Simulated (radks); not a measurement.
**Excited configurations of Se³⁺**

One table from this session's results is given with a row withheld; the runs are named, their logs left out.

Method: Dirac Kohn-Sham, BLYP, spin-unpolarised, spherical densities, finite nucleus; open shells are shared between the two j in proportion to 2j + 1. Code: radks (a radial shooting solver on a logarithmic mesh, Libxc functionals) version 1.

### The system

```
element            : selenium (Z = 34)
charge             : +3
electrons          : 31
configuration      : [Ar] 3d10 4s2 4p1
nuclear rms radius : 4.14 fm
```

The outer shells:

Se³⁺
```
[Ar] core
3d [↑↓][↑↓][↑↓][↑↓][↑↓]
4s [↑↓]
4p [↑ ][  ][  ]
```

The first run:

The run's settings:

```text
Z 34
configuration [Ar] 3d10 4s2 4p1
relativity Dirac
functional b88,lyp
spin unpolarised
j_filling average
nucleus finite rms 4.14 fm
c 137.035999084
```

Among the steps run: Ground configuration: [Ar] 3d10 4s2 4p1.

One of the session's tables, all rows but one given; the rest of the session is left out.

It belongs to the step «Ground configuration: [Ar] 3d10 4s2 4p1». Sizes of the orbitals, from the radial functions (bohr):

```
level     <r>  outermost maximum (interpolated)  90 % within  nodes
3s1/2  0.5738                             0.502        0.856      2
3p1/2  0.5820                             0.494        0.891      1
3p3/2  0.5925                             0.503        0.907      1
3d3/2  0.6242                             0.450         1.04      0
3d5/2  0.6284                             0.453         1.04      0
4s1/2   1.639                              1.44         2.40      3
4p1/2       ?                                 ?            ?      ?
4p3/2   1.895                              1.64         2.80      2
```

Estimate the missing values for 4p1/2.

As computed: <r>: 1.868; outermost maximum (interpolated): 1.62; 90 % within: 2.77; nodes: 2. In the column «<r>» it lies between 4s1/2 (1.639) and 4p3/2 (1.895).

To keep in mind: Spin polarisation and multiplet splitting are left out, so open shells lie too high by an amount that depends on their filling.
